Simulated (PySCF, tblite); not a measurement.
# C₃H₁₄OSi₃: geometry, infrared bands and NMR shifts

What infrared bands and NMR shifts should C₃H₁₄OSi₃ (`COC[Si](C)([SiH3])[SiH3]`) show?

Computed with tblite 0.8.0 and PySCF 2.14.0, with density-fitted response routines of our own, on a single molecule in the gas phase. Atoms count from 0, in the outputs and in this text.

## 1. Starting geometry

21 atoms, charge 0, multiplicity 1; geometry from: force field or distance geometry start.

Bonds of the start (Å): C0–O1 1.43, O1–C2 1.36, C2–Si3 1.86, Si3–C4 1.87, Si3–Si5 2.26, Si3–Si6 2.23, C0–H7 1.13, C0–H8 1.11, C0–H9 1.10, C2–H10 1.11, C2–H11 1.11, C4–H12 1.11, C4–H13 1.09, C4–H14 1.11, Si5–H15 1.48, Si5–H16 1.47, Si5–H17 1.47, Si6–H18 1.45, Si6–H19 1.49, Si6–H20 1.48.

## 2. Geometry optimisation with GFN2-xTB

Job settings and geometry (Å):

```
{"job": {"kind": "relax", "xc": "GFN2-xTB", "basis": "xTB"}, "charge": 0, "multiplicity": 1}
C      3.019400    -1.141400     0.014100
O      1.623200    -1.097200     0.297200
C      1.154400     0.021700    -0.308400
Si    -0.671100     0.327900    -0.096500
C     -1.007200     1.975300    -0.916200
Si    -1.244800     0.436800     2.085100
Si    -1.948300    -1.310500    -0.915200
H      3.414500    -0.181400     0.451600
H      3.131000    -1.044000    -1.083200
H      3.492900    -2.039400     0.428900
H      1.412900     0.019400    -1.389500
H      1.676800     0.897300     0.136200
H     -0.079300     2.554900    -0.733500
H     -1.872900     2.497700    -0.499100
H     -1.079000     1.850200    -2.018100
H     -2.715100     0.635600     2.108900
H     -0.549600     1.513300     2.802100
H     -0.985700    -0.888100     2.678000
H     -1.455900    -1.851600    -2.171400
H     -1.996000    -2.362900     0.134700
H     -3.329100    -0.796600    -1.006100
```

On the command line:

```console
OMP_NUM_THREADS=1 python probes_run.py task.json out
```

This one command runs all jobs of the session in turn.

**Question.** This job is followed by: GFN2-xTB harmonic vibrations, gas phase; GIAO PBE0/pcSseg-1 NMR shielding, non-relativistic, gas phase. What will the session give for the following? strongest single infrared mode (GFN2-xTB); zero-point energy (GFN2-xTB); 13C shifts against TMS (PBE0/pcSseg-1); 1H shifts against TMS (PBE0/pcSseg-1, means over atoms taken as alike); 17O shifts against H2O (PBE0/pcSseg-1); 29Si shifts against TMS (PBE0/pcSseg-1, means over atoms taken as alike).

**Answer**, as computed:

```
                                                                quantity                       value
                               strongest single infrared mode (GFN2-xTB)       748 cm⁻¹, 1151 km/mol
                                            zero-point energy (GFN2-xTB)               95.5 kcal/mol
                                  13C shifts against TMS (PBE0/pcSseg-1)        70.6, 65.6, -4.6 ppm
  1H shifts against TMS (PBE0/pcSseg-1, means over atoms taken as alike)  3.53, 3.46, 3.35, 0.18 ppm
                                  17O shifts against H2O (PBE0/pcSseg-1)                    14.7 ppm
29Si shifts against TMS (PBE0/pcSseg-1, means over atoms taken as alike)           -46.2, -109.9 ppm
```

In words: The optimisation took 91 steps and gained 0.760 eV; among the close pairs (by a distance rule), Si3–Si6 changed most, from 2.233 to 2.334 Å. The lowest mode is slightly imaginary (13i cm⁻¹), a soft motion within the noise of the Hessian, so the minimum is not strictly shown. The strongest single mode, at 748 cm⁻¹, has its largest shares on H17, H19, H15 and H20 (the list is cut at 4 atoms). Unscaled tight-binding wavenumbers are off by several per cent, some by more. Its intensities can rank the bands wrongly. C2 (sp3 CH2 bonded to O and Si) lies farthest downfield among carbon, at 70.6 ppm; deshielded by the electronegative neighbour. The most deshielded hydrogen is H7, H8, H9 (mean) (hydrogen on a methyl carbon bonded to O), at 3.53 ppm: its carbon carries O, an electronegative neighbour.
